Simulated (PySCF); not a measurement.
# C3H10BN: electronic excitations and core binding energies

Wanted: the electronic excitations and core binding energies of C3H10BN (`C=C[BH2-][NH2+]C`), by calculation.

The runs use PySCF 2.14.0, with density-fitted response routines of our own; the level of theory stands in each step. All values are computed, except where a source is named. Atoms are numbered from 0 throughout.

### 1 The molecule as given

15 atoms, charge 0, multiplicity 1; geometry from: GFN2-xTB.

Bonds of the start (Å): C0–C1 1.33, C1–B2 1.60, B2–N3 1.64, N3–C4 1.46, C0–H5 1.08, C0–H6 1.08, C1–H7 1.09, B2–H8 1.19, B2–H9 1.19, N3–H10 1.02, N3–H11 1.02, C4–H12 1.09, C4–H13 1.09, C4–H14 1.09.

### 2 Excited states and response: CAM-B3LYP/def2-SVPD

Job settings and geometry (Å):

```
{"job": {"kind": "uv", "xc": "CAM-B3LYP", "basis": "def2-SVPD", "nstates": 8, "ntriplets": 3}, "charge": 0, "multiplicity": 1}
C      2.188675    -0.685098     0.256503
C      1.741791     0.424310    -0.314638
B      0.242948     0.869529    -0.631086
N     -0.738740    -0.344180    -0.134896
C     -2.163311    -0.111796    -0.334391
H      3.239296    -0.880267     0.420487
H      1.539696    -1.481335     0.602035
H      2.500669     1.141673    -0.613864
H     -0.077358     1.835970    -0.006606
H      0.051398     0.995747    -1.803159
H     -0.429174    -1.169251    -0.640243
H     -0.525716    -0.478236     0.849181
H     -2.770067    -0.953980     0.006583
H     -2.349933     0.060169    -1.392493
H     -2.454589     0.784733     0.209020
```

With the program's defaults for keys left out, this is: TDDFT CAM-B3LYP/def2-SVPD, vertical, gas phase, core orbitals frozen in the response.

Launch:

```bash
OMP_NUM_THREADS=1 python probes_run.py task.json out
```

The driver reads the jobs from task.json and runs them one after another.

What it wrote:

```text
coarse grid: 11608 points
cycle   1  E = -199.5832162544  dE =  4.457e-01  |g| = 3.756e-01  |ddm| = 7.774e+00
cycle   2  E = -199.6077736891  dE = -2.456e-02  |g| = 2.886e-01  |ddm| = 1.515e+00
cycle   3  E = -199.6307504058  dE = -2.298e-02  |g| = 5.800e-02  |ddm| = 5.840e-01
cycle   4  E = -199.6314592016  dE = -7.088e-04  |g| = 2.608e-02  |ddm| = 1.302e-01
cycle   5  E = -199.6316210501  dE = -1.618e-04  |g| = 4.548e-03  |ddm| = 5.681e-02
cycle   6  E = -199.6316270336  dE = -5.983e-06  |g| = 1.264e-03  |ddm| = 1.118e-02
final grid: 109544 points
cycle   7  E = -199.6673840063  dE = -4.042e-05  |g| = 3.804e-03  |ddm| = 1.563e-01
cycle   8  E = -199.6673850672  dE = -1.061e-06  |g| = 3.357e-03  |ddm| = 1.830e-02
cycle   9  E = -199.6673878656  dE = -2.798e-06  |g| = 3.032e-04  |ddm| = 5.342e-03
cycle  10  E = -199.6673878793  dE = -1.369e-08  |g| = 2.055e-04  |ddm| = 1.055e-03
cycle  11  E = -199.6673878895  dE = -1.017e-08  |g| = 2.040e-05  |ddm| = 3.734e-04
cycle  12  E = -199.6673878896  dE = -1.062e-10  |g| = 1.064e-05  |ddm| = 4.752e-05
converged SCF energy = -199.6673878896

Static polarisability (au): isotropic 64.484, principal 52.612 64.455 76.384

Singlet excitations
state   eV       nm        f      main configurations
  1   5.9043    210.0   0.00729   H->L 0.88, H->L+1 0.10
  2   7.0344    176.3   0.25375   H->L+2 0.90
  3   7.1293    173.9   0.00413   H-1->L+2 0.65, H-1->L+4 0.20, H->L+3 0.09
  4   7.1671    173.0   0.01021   H->L+3 0.50, H->L+1 0.19, H->L+5 0.11
  5   7.2196    171.7   0.03639   H-1->L 0.49, H->L+1 0.18, H->L+3 0.10
  6   7.2231    171.6   0.03081   H-1->L 0.33, H->L+1 0.24, H->L+3 0.17
  7   7.8016    158.9   0.17540   H->L+4 0.94
  8   7.9076    156.8   0.00984   H->L+5 0.60, H->L+1 0.21

Triplet excitations (Tamm-Dancoff, eV): 4.5267 5.8208 6.5608
```

Run time: 72 s. Hardware: 1 thread of Intel Xeon at 2.50GHz, shared host; peak memory 0.86 GiB.

The orbitals next to the gap, with their largest atomic shares:

| orbital | eV | atoms |
| --- | --- | --- |
| HOMO−3 | -10.64 | B2 22 %, N3 20 %, C1 13 % |
| HOMO−2 | -10.15 | B2 33 %, H9 16 %, C1 16 % |
| HOMO−1 | -9.29 | C1 30 %, B2 25 %, C0 13 % |
| HOMO | -7.96 | C0 35 %, C1 29 %, B2 12 % |
| LUMO | 0.66 | C4 20 %, B2 16 %, H10 13 % |
| LUMO+1 | 1.69 | C4 20 %, H12 15 %, C0 12 % |
| LUMO+2 | 1.93 | C1 23 %, C0 17 %, H6 10 % |

With each of the 8 states as a Gaussian band of 0.4 eV half-width at 1/e, the curve within the window shown has maxima at 209 nm (ε 300), 175 nm (ε 13,000) L/(mol cm). Beyond the last state computed it falls off for lack of states. The curve at chosen wavelengths:

nm, ε (L/mol/cm) and a bar:
```
      151       2771 ######
      154       5274 ############
      158       7853 ##################
      161       8350 ###################
      164       8492 ###################
      167       9488 #####################
      171      12056 ###########################
      174      13327 ##############################
      177      12860 #############################
      181       9746 ######################
      184       6719 ###############
      187       4077 #########
      190       2214 #####
      194        879 ##
      197        460 #
      200        307 #
      203        278 #
      207        294 #
      210        299 #
      213        283 #
      217        234 
      220        187 
      223        140 
      226         98 
      230         56 
      233         35
```

Ground-state properties from the same run:

```csv
property,computed
dipole moment (D),4.72
polarisability (Å³),9.56
HOMO–LUMO gap (eV),8.62
−ε(HOMO) (eV),7.96
```

### 3 Core-electron binding energies: SCAN, X2C

Same as in step 2 but for these lines:

```diff
@@ -1,2 +1,2 @@
-{"job": {"kind": "uv", "xc": "CAM-B3LYP", "basis": "def2-SVPD", "nstates": 8, "ntriplets": 3}, "charge": 0, "multiplicity": 1}
+{"job": {"kind": "xps"}, "charge": 0, "multiplicity": 1}
 C      2.188675    -0.685098     0.256503
```

With the program's defaults for keys left out, this is: delta-SCF UKS SCAN, pcX-2 on the ionised atom, pcseg-1 elsewhere, spin-free X2C.

What it wrote:

```text
ground state, core basis on atom 0 (C), 151 functions
  cycle   1  E = -199.77868844  |g| = 5.34e-01
  cycle   2  E = -199.73069323  |g| = 6.72e-01
  cycle   3  E = -199.86579595  |g| = 1.30e-01
  cycle   4  E = -199.86976914  |g| = 5.55e-02
  cycle   5  E = -199.87050320  |g| = 1.37e-02
  cycle   6  E = -199.87055318  |g| = 4.97e-03
  cycle   7  E = -199.87055959  |g| = 1.26e-03
  cycle   8  E = -199.87055997  |g| = 3.72e-04
  E(ground) = -199.88054577 Eh
hole in C 1s of atom 0
  cycle   1  E = -188.66252505  |g| = 1.51e+00
  cycle   2  E = -187.75230252  |g| = 1.89e+00
  cycle   3  E = -189.15315385  |g| = 3.93e-01
  cycle   4  E = -189.21640400  |g| = 1.90e-01
  cycle   5  E = -189.23749263  |g| = 7.35e-02
  cycle   6  E = -189.23988721  |g| = 2.26e-02
  cycle   7  E = -189.24018861  |g| = 5.53e-03
  cycle   8  E = -189.24021854  |g| = 1.92e-03
  cycle   9  E = -189.24022531  |g| = 9.83e-04
  cycle  10  E = -189.24022620  |g| = 5.67e-04
  cycle  11  E = -189.24022650  |g| = 2.11e-04
  E(ion) = -189.24989716 Eh   <S^2> = 0.7788   hole on atom = 1.000   binding energy = 289.275 eV
ground state, core basis on atom 1 (C), 151 functions
  cycle   1  E = -199.86974558  |g| = 6.35e-02
  cycle   2  E = -199.86882176  |g| = 6.63e-02
  cycle   3  E = -199.86964895  |g| = 3.62e-02
  cycle   4  E = -199.87000790  |g| = 3.89e-03
  cycle   5  E = -199.87001325  |g| = 4.15e-04
  E(ground) = -199.87983034 Eh
hole in C 1s of atom 1
  cycle   1  E = -188.66958981  |g| = 1.51e+00
  cycle   2  E = -187.91352933  |g| = 1.87e+00
  cycle   3  E = -189.12156611  |g| = 5.12e-01
  cycle   4  E = -189.19054201  |g| = 3.07e-01
  cycle   5  E = -189.24412636  |g| = 5.76e-02
  cycle   6  E = -189.24601660  |g| = 1.61e-02
  cycle   7  E = -189.24630800  |g| = 1.03e-02
  cycle   8  E = -189.24647313  |g| = 7.09e-03
  cycle   9  E = -189.24662050  |g| = 5.82e-03
  cycle  10  E = -189.24672605  |g| = 3.43e-03
  cycle  11  E = -189.24674769  |g| = 1.34e-03
  cycle  12  E = -189.24675121  |g| = 8.23e-04
  cycle  13  E = -189.24675284  |g| = 3.42e-04
  E(ion) = -189.25597211 Eh   <S^2> = 0.8477   hole on atom = 1.000   binding energy = 289.090 eV
ground state, core basis on atom 2 (B), 151 functions
  cycle   1  E = -199.86212298  |g| = 5.09e-02
  cycle   2  E = -199.86177340  |g| = 4.35e-02
  cycle   3  E = -199.86205465  |g| = 3.00e-02
  cycle   4  E = -199.86230254  |g| = 6.81e-03
  cycle   5  E = -199.86231659  |g| = 5.10e-04
  cycle   6  E = -199.86231629  |g| = 1.82e-04
  E(ground) = -199.87320118 Eh
hole in B 1s of atom 2
  cycle   1  E = -192.32587009  |g| = 1.18e+00
  cycle   2  E = -191.75804910  |g| = 1.47e+00
  cycle   3  E = -192.67194952  |g| = 3.57e-01
  cycle   4  E = -192.69805522  |g| = 2.83e-01
  cycle   5  E = -192.74126815  |g| = 4.51e-02
  cycle   6  E = -192.74214697  |g| = 1.87e-02
  cycle   7  E = -192.74231593  |g| = 7.21e-03
  cycle   8  E = -192.74234604  |g| = 4.00e-03
  cycle   9  E = -192.74235988  |g| = 1.92e-03
  cycle  10  E = -192.74237251  |g| = 1.56e-03
  cycle  11  E = -192.74238435  |g| = 1.43e-03
  cycle  12  E = -192.74239871  |g| = 1.34e-03
  cycle  13  E = -192.74242730  |g| = 1.06e-03
  cycle  14  E = -192.74244326  |g| = 1.15e-03
  cycle  15  E = -192.74244031  |g| = 5.33e-04
  cycle  16  E = -192.74244247  |g| = 1.16e-03
  cycle  17  E = -192.74244437  |g| = 4.04e-04
  E(ion) = -192.75439806 Eh   <S^2> = 0.7823   hole on atom = 1.000   binding energy = 193.712 eV
ground state, core basis on atom 3 (N), 151 functions
  cycle   1  E = -199.88141042  |g| = 7.23e-02
  cycle   2  E = -199.88141255  |g| = 1.09e-02
  cycle   3  E = -199.88137951  |g| = 1.52e-02
  cycle   4  E = -199.88143853  |g| = 3.50e-03
  cycle   5  E = -199.88144112  |g| = 4.57e-04
  E(ground) = -199.88938452 Eh
hole in N 1s of atom 3
  cycle   1  E = -184.21551529  |g| = 1.86e+00
  cycle   2  E = -181.58937199  |g| = 2.76e+00
  cycle   3  E = -184.66987950  |g| = 6.34e-01
  cycle   4  E = -184.83866780  |g| = 3.35e-01
  cycle   5  E = -184.89865045  |g| = 1.13e-01
  cycle   6  E = -184.90280478  |g| = 6.90e-02
  cycle   7  E = -184.90551040  |g| = 1.10e-02
  cycle   8  E = -184.90557258  |g| = 2.30e-03
  cycle   9  E = -184.90557493  |g| = 1.38e-03
  cycle  10  E = -184.90557599  |g| = 3.73e-04
  E(ion) = -184.91305413 Eh   <S^2> = 0.7650   hole on atom = 1.000   binding energy = 407.527 eV
ground state, core basis on atom 4 (C), 151 functions
  cycle   1  E = -199.86938792  |g| = 5.62e-02
  cycle   2  E = -199.86937709  |g| = 1.31e-02
  cycle   3  E = -199.86936522  |g| = 1.52e-02
  cycle   4  E = -199.86941903  |g| = 8.19e-04
  cycle   5  E = -199.86941940  |g| = 3.76e-04
  E(ground) = -199.87902786 Eh
hole in C 1s of atom 4
  cycle   1  E = -188.56872128  |g| = 1.50e+00
  cycle   2  E = -185.38051017  |g| = 2.64e+00
  cycle   3  E = -188.79222881  |g| = 7.69e-01
  cycle   4  E = -189.06915362  |g| = 3.28e-01
  cycle   5  E = -189.11053498  |g| = 1.23e-01
  cycle   6  E = -189.11563810  |g| = 3.96e-02
  cycle   7  E = -189.11642180  |g| = 1.09e-02
  cycle   8  E = -189.11645956  |g| = 8.42e-03
  cycle   9  E = -189.11650065  |g| = 2.36e-03
  cycle  10  E = -189.11650485  |g| = 1.15e-03
  cycle  11  E = -189.11650580  |g| = 3.68e-04
  E(ion) = -189.12520175 Eh   <S^2> = 0.7691   hole on atom = 1.000   binding energy = 292.627 eV
```

Run time: 4.1 min. Hardware: 1 thread of Intel Xeon at 2.50GHz, shared host; peak memory 0.66 GiB.

Binding energies by hole, beside the orbital energy of the ground state; the difference holds orbital relaxation and, for a density functional, its self-interaction error:

```csv
hole,stands for,environment,ΔSCF (eV),−ε (eV),⟨S²⟩
C1s on C0,C0,terminal =CH2 carbon,289.27,272.6,0.779
C1s on C1,C1,alkene CH,289.09,272.4,0.848
B1s on B2,B2,"boron bonded to C, N, 2 H",193.71,178.1,0.782
N1s on N3,N3,donor nitrogen of a Lewis adduct,407.53,388.1,0.765
C1s on C4,C4,methyl carbon bonded to N,292.63,275.2,0.769
```

### 4 Outcome

| quantity | value |
| --- | --- |
| lowest singlet (CAM-B3LYP/def2-SVPD) | 5.90 eV (210 nm), f = 0.007 |
| brightest single state of those computed | state 2, 7.03 eV, f = 0.254 |
| lowest triplet | 4.53 eV |
| C1s binding energies, SCAN/pcX-2 | C4 292.63, C0 289.27, C1 289.09 eV |
| B1s binding energies, SCAN/pcX-2 | B2 193.71 eV |
| N1s binding energies, SCAN/pcX-2 | N3 407.53 eV |

**Reading.** The first singlet state (HOMO→LUMO 0.88, HOMO→LUMO+1 0.10) lies at 5.90 eV and is weak; of the 8 states computed, the strongest absorption comes from state 2 at 7.03 eV. The lowest triplet lies 1.38 eV below the lowest singlet (triplets in Tamm-Dancoff, singlets in full TDDFT). The C1s levels kept as sound span 3.54 eV, from C1 (alkene CH) up to C4 (methyl carbon bonded to N).
